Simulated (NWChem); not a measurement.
# HfH4 (SMILES [H][Hf]([H])([H])[H]): B98/6-31G(d)/def2-SVP (core potential, spherical functions)

What is the vertical singlet–triplet gap of HfH4 at B98/6-31G*/def2-SVP (core potential, spherical functions)? 

The calculation is run with NWChem 7.3.0.

2 further runs of the same task are left out: 1 that didn't finish, 1 set aside as unsound or not needed.

### Step 1. The structure to begin with

HfH4 has 5 atoms, charge 0, and is taken as a singlet. As SMILES, `[H][Hf]([H])([H])[H]`. The shape comes from GFN2-xTB, which is rough for such elements, and wasn't checked as a minimum.

Bond lengths: Hf1–H2 1.864 Å, Hf1–H3 1.863 Å, Hf1–H4 1.864 Å, Hf1–H5 1.864 Å. Angles: H2–Hf1–H3 109.5°, H2–Hf1–H4 109.5°, H2–Hf1–H5 109.4°, H3–Hf1–H4 109.5°, H3–Hf1–H5 109.5°, H4–Hf1–H5 109.5°.

### Step 2. Energy and one-electron properties at B98/6-31G(d)/def2-SVP (core potential, spherical functions)

File h4hf.nw:

```
start h4hf
memory stack 880 mb heap 220 mb global 1100 mb

geometry units angstrom noautosym nocenter noautoz
 Hf    0.000070    0.000180   -0.000140
 H     0.010430   -0.017760    1.863600
 H     1.753220    0.010280   -0.631130
 H    -0.886000    1.525370   -0.601880
 H    -0.877720   -1.518080   -0.630450
end

basis spherical bse
 Hf library def2-SVP
 H library 6-31G*
end

ecp bse
 Hf library def2-SVP
end

dft
 xc becke98
 mult 1
 grid coarse
 direct
 maxiter 200
 mulliken
end

property
 efield
 quadrupole
 efieldgrad
 esp
 moldenfile
 molden_norm janpa
end

task dft property
```

The run is started by

```console
$ nwchem h4hf.nw > h4hf.out
```

Output:

```text
[...]
          Wavefunction type:  closed shell.
          No. of atoms     :     5
          No. of electrons :    16
[...]
          Charge           :     0
          Spin multiplicity:     1
[...]
          AO basis - number of functions:    40
[...]
              XC Information
              --------------
                   Becke 1998 Method XC Functional
                     Hartree-Fock (Exact) Exchange  0.220
                   Becke 1998  Exchange Functional  1.000
                 Becke 1998 Correlation Functional  1.000
[...]
 d= 0,ls=0.0,diis     1    -50.2106347454 -6.49D+01  4.82D-02  4.24D-01     0.6
[...]
 d= 0,ls=0.0,diis     6    -50.3124063266 -4.50D-08  2.87D-06  7.21D-09     2.9
         Total DFT energy =      -50.312406326620
      One electron energy =     -110.128641629416
           Coulomb energy =       52.455155503383
    Exchange-Corr. energy =       -7.312012240783
 Nuclear repulsion energy =       14.673092040197
[...]
      Total Density - Mulliken Population Analysis
     ---------------------------------------------
    Atom       Charge   Shell Charges
 -----------   ------   -------------------------------------------------------
    1 Hf  12    11.10   0.03 -0.31  1.84  0.44  0.78  0.14  5.53  0.61  0.18  1.69  0.11  0.05
    2 H    1     1.23   0.49  0.73
    3 H    1     1.23   0.49  0.73
    4 H    1     1.23   0.49  0.73
    5 H    1     1.23   0.49  0.73
[...]
```

Run time: 3.6 s. Hardware: 1 thread of Intel Xeon 6975P-C (Granite Rapids), shared host; peak memory 0.12 GiB.

Atomic charges (e):

| atom | Mulliken | Löwdin |
| --- | --- | --- |
| Hf1 | +0.900 | +0.480 |
| H2 | -0.230 | -0.120 |
| H3 | -0.230 | -0.120 |
| H4 | -0.230 | -0.120 |
| H5 | -0.230 | -0.120 |

### Step 3. The triplet

File run.nw:

```
start run
title "H4Hf B98"
memory stack 880 mb heap 220 mb global 1100 mb

geometry noautosym nocenter
  zmatrix
    Hf
    H 1 1.863855
    H 1 1.863273 2 109.47816
    H 1 1.86371 3 109.48494 2 120.01551
    H 1 1.863577 3 109.4548 2 -119.96801
  end
end

basis spherical bse
  Hf library def2-SVP
  H library 6-31G*
end

ecp bse
  Hf library def2-SVP
end

dft
  xc becke98
  mult 3
  grid coarse
  direct
  iterations 150
  mulliken
end

property
  efield
  quadrupole
  efieldgrad
  esp
  moldenfile
  molden_norm janpa
end

task dft property
```

The run is started by

```console
$ nwchem run.nw > run.out
```

Output:

```text
[...]
          Wavefunction type:  spin polarized.
          No. of atoms     :     5
          No. of electrons :    16
[...]
          Charge           :     0
          Spin multiplicity:     3
[...]
          AO basis - number of functions:    40
[...]
              XC Information
              --------------
                   Becke 1998 Method XC Functional
                     Hartree-Fock (Exact) Exchange  0.220
                   Becke 1998  Exchange Functional  1.000
                 Becke 1998 Correlation Functional  1.000
[...]
 d= 0,ls=0.0,diis     1    -50.0741104049 -6.47D+01  2.16D-02  1.00D-01     0.9
[...]
 d= 0,ls=0.5,diis    58    -50.1625621248  7.31D-08  2.51D-06  2.34D-06    35.5
[...]
         Total DFT energy =      -50.162562022079
      One electron energy =     -110.313429976766
           Coulomb energy =       52.765187116927
    Exchange-Corr. energy =       -7.287411390674
 Nuclear repulsion energy =       14.673092228434
[...]
      Total Density - Mulliken Population Analysis
     ---------------------------------------------
    Atom       Charge   Shell Charges
 -----------   ------   -------------------------------------------------------
    1 Hf  12    11.40   0.03 -0.31  1.82  0.45  0.71  0.15  5.48  0.62  0.16  1.96  0.27  0.05
    2 H    1     1.15   0.47  0.68
    3 H    1     1.15   0.47  0.68
    4 H    1     1.15   0.47  0.68
    5 H    1     1.15   0.47  0.68
[...]
      <S2> =      2.0059 (Exact =     2.0000)
[...]
```

Run time: 37 s. Hardware: 1 thread of Intel Xeon 6975P-C (Granite Rapids), shared host; peak memory 0.12 GiB.

Atomic charges (e):

| atom | Mulliken | Löwdin |
| --- | --- | --- |
| Hf1 | +0.600 | +0.170 |
| H2 | -0.150 | -0.040 |
| H3 | -0.150 | -0.040 |
| H4 | -0.150 | -0.040 |
| H5 | -0.150 | -0.040 |

### Step 4. Results

Level: B98/6-31G*/def2-SVP (core potential, spherical functions).

| quantity | value |
| --- | --- |
| singlet: total energy | -50.31241 Eh |
| singlet: dipole moment | 0.00 D |
| singlet: HOMO energy | -8.30 eV |
| singlet: LUMO energy | -2.22 eV |
| singlet: HOMO–LUMO gap | 6.08 eV |
| triplet: total energy | -50.16256 Eh |
| triplet: dipole moment | 0.00 D |
| triplet: HOMO energy (highest over α and β) | -4.23 eV |
| triplet: ⟨S²⟩ | 2.006 |
| vertical energy of the triplet above the singlet | 4.077 eV |

In words: At this shape the triplet lies 4.08 eV (393 kJ/mol) above the singlet. Mulliken charges (singlet) run from -0.23 on H2 to +0.90 on Hf1.
